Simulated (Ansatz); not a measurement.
Which YAML input does this script hand to the engine? (Ansatz 0.2.0 through its Python package)

Script `bh7n2ssi.py`:
```python
# -*- coding: utf-8 -*-
import itertools

import ansatz
from ase.data import atomic_numbers, covalent_radii
import numpy as np
import pandas as pd

GEOMETRY = """
N    -1.74480    0.21630    0.51020
Si   -0.19240   -0.53290    0.54100
N     1.00380    0.62690    1.13360
B     0.37060   -1.09840   -1.24800
S     0.46060    0.14810   -2.64520
H    -1.99880    0.59570    1.47020
H    -1.66500    1.12370   -0.08130
H    -0.20430   -1.68060    1.42690
H     0.72170    0.95200    2.13470
H     0.99850    1.46530    0.54960
H     0.48980   -2.25180   -1.43940
H     1.83710    0.38050   -2.31840
"""

mol = ansatz.Crystal.molecule()
for line in GEOMETRY.strip().splitlines():
    symbol, *xyz = line.split()
    mol = mol.atom(symbol, [float(v) for v in xyz])

model = (
    mol.calculation()
    .basis(gaussian="def2-SVP")
    .functional("PBE0")
)
symbols = [site.symbol for site in mol.cartesian_sites]
start = np.array([site.position_ang for site in mol.cartesian_sites], dtype=float)
def progress(event):
    if event["event"] == "relax_step":
        row = event["data"]
        print(f"step {row['step']:3d}  E = {row['lagrangian_ev']:.6f} eV  largest force component {row['allowed_force_max_ev_ang']:.4f} eV/A")


r = model.relax(force_tolerance=0.005).session().plan().execute(on_event=progress).report
end = np.array(r["positions_ang"])

print("reference energy %16.6f eV" % r["reference_energy_ev"])
print("total energy     %16.6f eV" % r["free_energy_ev"])
print("occupied orbitals outside the frozen core (up, down):", r["n_occupied"], " frozen:", r["n_frozen"], " virtual:", r["n_virtual"])

radius = [covalent_radii[atomic_numbers[s]] for s in symbols]
span = lambda where, i, j: np.linalg.norm(where[i] - where[j])
bonded = [(i, j) for i, j in itertools.combinations(range(len(symbols)), 2) if min(span(start, i, j), span(end, i, j)) < 1.2 * (radius[i] + radius[j])]
print("pair        before    after (A)")
for i, j in bonded:
    print(f"{symbols[i]}{i}-{symbols[j]}{j}".ljust(10), f"{span(start, i, j):8.4f} {span(end, i, j):8.4f}")

charges = r["charge_distribution"]
table = pd.DataFrame({"atom": symbols, "mulliken": charges["mulliken_charges_e"], "lowdin": charges["lowdin_charges_e"]})
print(table.round(3).to_string())
print("dipole (e A):", np.round(charges["dipole_moment_e_ang"], 4) + 0.0)
```

```console
$ python bh7n2ssi.py
step   1  E = -22463.347628 eV  largest force component 2.8574 eV/A
step   2  E = -22463.848136 eV  largest force component 1.2936 eV/A
step   3  E = -22463.969879 eV  largest force component 0.4831 eV/A
step   4  E = -22464.078344 eV  largest force component 0.3917 eV/A
step   5  E = -22464.256570 eV  largest force component 0.8470 eV/A
step   6  E = -22464.490622 eV  largest force component 1.1415 eV/A
step   7  E = -22464.731930 eV  largest force component 1.1597 eV/A
step   8  E = -22464.818462 eV  largest force component 1.3562 eV/A
step   9  E = -22464.898159 eV  largest force component 0.3262 eV/A
step  10  E = -22464.888887 eV  largest force component 0.7930 eV/A
step  11  E = -22464.912130 eV  largest force component 0.2627 eV/A
step  12  E = -22464.919839 eV  largest force component 0.0422 eV/A
step  13  E = -22464.921483 eV  largest force component 0.0280 eV/A
step  14  E = -22464.922945 eV  largest force component 0.0769 eV/A
step  15  E = -22464.923452 eV  largest force component 0.0740 eV/A
step  16  E = -22464.924448 eV  largest force component 0.0380 eV/A
step  17  E = -22464.924949 eV  largest force component 0.0104 eV/A
step  18  E = -22464.925376 eV  largest force component 0.0202 eV/A
step  19  E = -22464.925462 eV  largest force component 0.0295 eV/A
step  20  E = -22464.925590 eV  largest force component 0.0270 eV/A
step  21  E = -22464.925699 eV  largest force component 0.0132 eV/A
step  22  E = -22464.925818 eV  largest force component 0.0077 eV/A
step  23  E = -22464.925848 eV  largest force component 0.0119 eV/A
step  24  E = -22464.925844 eV  largest force component 0.0117 eV/A
step  25  E = -22464.925865 eV  largest force component 0.0060 eV/A
step  26  E = -22464.925870 eV  largest force component 0.0028 eV/A
reference energy    -22464.925899 eV
total energy        -22464.925899 eV
occupied orbitals outside the frozen core (up, down): [28, 28]  frozen: 0  virtual: [85, 85]
pair        before    after (A)
N0-Si1       1.7240   1.7403
N0-H5        1.0630   1.0141
N0-H6        1.0861   1.0136
Si1-N2       1.7684   1.7401
Si1-B3       1.9589   2.0111
Si1-H7       1.4499   1.4938
N2-H8        1.0897   1.0140
N2-H9        1.0218   1.0135
B3-S4        1.8746   1.7778
B3-H10       1.1752   1.2086
S4-H11       1.4337   1.3551
   atom  mulliken  lowdin
0     N    -0.407   0.010
1    Si     0.532   0.172
2     N    -0.407   0.010
3     B    -0.158  -0.503
4     S    -0.059   0.426
5     H     0.131   0.003
6     H     0.122  -0.001
7     H    -0.112  -0.082
8     H     0.131   0.003
9     H     0.122  -0.001
10    H     0.026  -0.019
11    H     0.079  -0.019
dipole (e A): [-0.0811  0.59    0.1611]
```

`input.yaml`:
```yaml
crystal:
  periodic: [false, false, false]
  atoms:
    - { symbol: "N", position_ang: [-1.7448, 0.2163, 0.5102] }
    - { symbol: Si, position_ang: [-0.1924, -0.5329, 0.541] }
    - { symbol: "N", position_ang: [1.0038, 0.6269, 1.1336] }
    - { symbol: B, position_ang: [0.3706, -1.0984, -1.248] }
    - { symbol: S, position_ang: [0.4606, 0.1481, -2.6452] }
    - { symbol: H, position_ang: [-1.9988, 0.5957, 1.4702] }
    - { symbol: H, position_ang: [-1.665, 1.1237, -0.0813] }
    - { symbol: H, position_ang: [-0.2043, -1.6806, 1.4269] }
    - { symbol: H, position_ang: [0.7217, 0.952, 2.1347] }
    - { symbol: H, position_ang: [0.9985, 1.4653, 0.5496] }
    - { symbol: H, position_ang: [0.4898, -2.2518, -1.4394] }
    - { symbol: H, position_ang: [1.8371, 0.3805, -2.3184] }
basis:
  gaussian:
    orbitals: def2-SVP
hamiltonian:
  xc: pbe0
relax:
  f_tol: 0.005
```

Reading the output:
- Total energies depend on the basis set; only differences at equal settings carry meaning.
- The end point is the stationary point reached from this start; no frequency run checks that it is a minimum, and the basis set is modest.
- The Löwdin charges here are taken after orthogonalising the functions within each atom; they differ from plain Löwdin charges, and their signs can be unphysical.
- Hardware and time: 2.8 min on 1 thread of Arm Neoverse V2 (shared host), peak memory 0.37 GiB.
